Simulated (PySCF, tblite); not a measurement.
# C₆H₅ClO₂− (doublet): geometry, infrared bands and EPR parameters

What infrared bands and EPR parameters should C₆H₅ClO₂− (doublet) (`OC1=C(O)[CH-][CH]C(Cl)=C1`) show?

The runs use tblite 0.8.0 and PySCF 2.14.0, with density-fitted response routines of our own; the level of theory stands in each step. All values are computed, except where a source is named. Atoms count from 0, in the outputs and in this text.

## 1. The starting structure

14 atoms, charge -1, multiplicity 2; geometry from: force field or distance geometry start.

Bonds of the start (Å): O0–C1 1.38, C1–C2 1.35, C2–O3 1.36, C2–C4 1.46, C4–C5 1.45, C5–C6 1.46, C6–Cl7 1.72, C6–C8 1.35, C8–C1 1.45, O0–H9 0.96, O3–H10 0.97, C4–H11 1.09, C5–H12 1.08, C8–H13 1.09.

## 2. Geometry optimisation with GFN2-xTB

What the job is given:

```
{"job": {"kind": "relax", "xc": "GFN2-xTB", "basis": "xTB"}, "charge": -1, "multiplicity": 2}
O      2.247400     0.803700     0.229200
C      0.937200     0.368500     0.122700
C      0.602000    -0.818600    -0.421700
O      1.474300    -1.758100    -0.873000
C     -0.808800    -1.152500    -0.551800
C     -1.809500    -0.226300    -0.056500
C     -1.373500     1.016200     0.565900
Cl    -2.559300     2.096100     1.182300
C     -0.052900     1.284400     0.657100
H      2.729600     0.405900    -0.501600
H      2.282000    -1.673100    -0.335800
H     -1.110300    -2.085300    -1.020700
H     -2.861700    -0.464300    -0.130600
H      0.302900     2.202900     1.112400
```

The run is started by

```
$ OMP_NUM_THREADS=1 python probes_run.py task.json out
```

This one command runs all jobs of the session in turn.

**Question.** This job is followed by: GFN2-xTB harmonic vibrations, gas phase; UKS B3LYP, pcH-1 on C Cl H O, non-relativistic, mean-field spin-orbit, GIAO. Predict these results of the whole session: strongest single infrared mode (GFN2-xTB); zero-point energy (GFN2-xTB); g(iso) (B3LYP); ⟨S²⟩; largest a(iso).

The runs gave:

| quantity | value |
| --- | --- |
| strongest single infrared mode (GFN2-xTB) | 1154 cm⁻¹, 222 km/mol |
| zero-point energy (GFN2-xTB) | 55.3 kcal/mol |
| g(iso) (B3LYP) | 2.00271 |
| ⟨S²⟩ | 0.758 (exact 0.75) |
| largest a(iso) | 13C on C4, 35.3 MHz |

In words: Relaxing lowered the energy by 0.592 eV in 119 steps; the close pair that moved most is C5–C6, from 1.456 to 1.357 Å. No mode is imaginary among the 36: a minimum at this level. The strongest single mode, at 1154 cm⁻¹, is spread over several atoms, H10, C2, O3 among them. Unscaled tight-binding wavenumbers are off by several per cent, some by more. Its intensities can rank the bands wrongly. The largest spin populations lie on C4 (0.47 e), C8 (0.44 e). The isotropic g lies 0.4 ppt above the free-electron value. The records flag this anion as possibly unbound in the gas phase, so the basis may hold the extra electron.
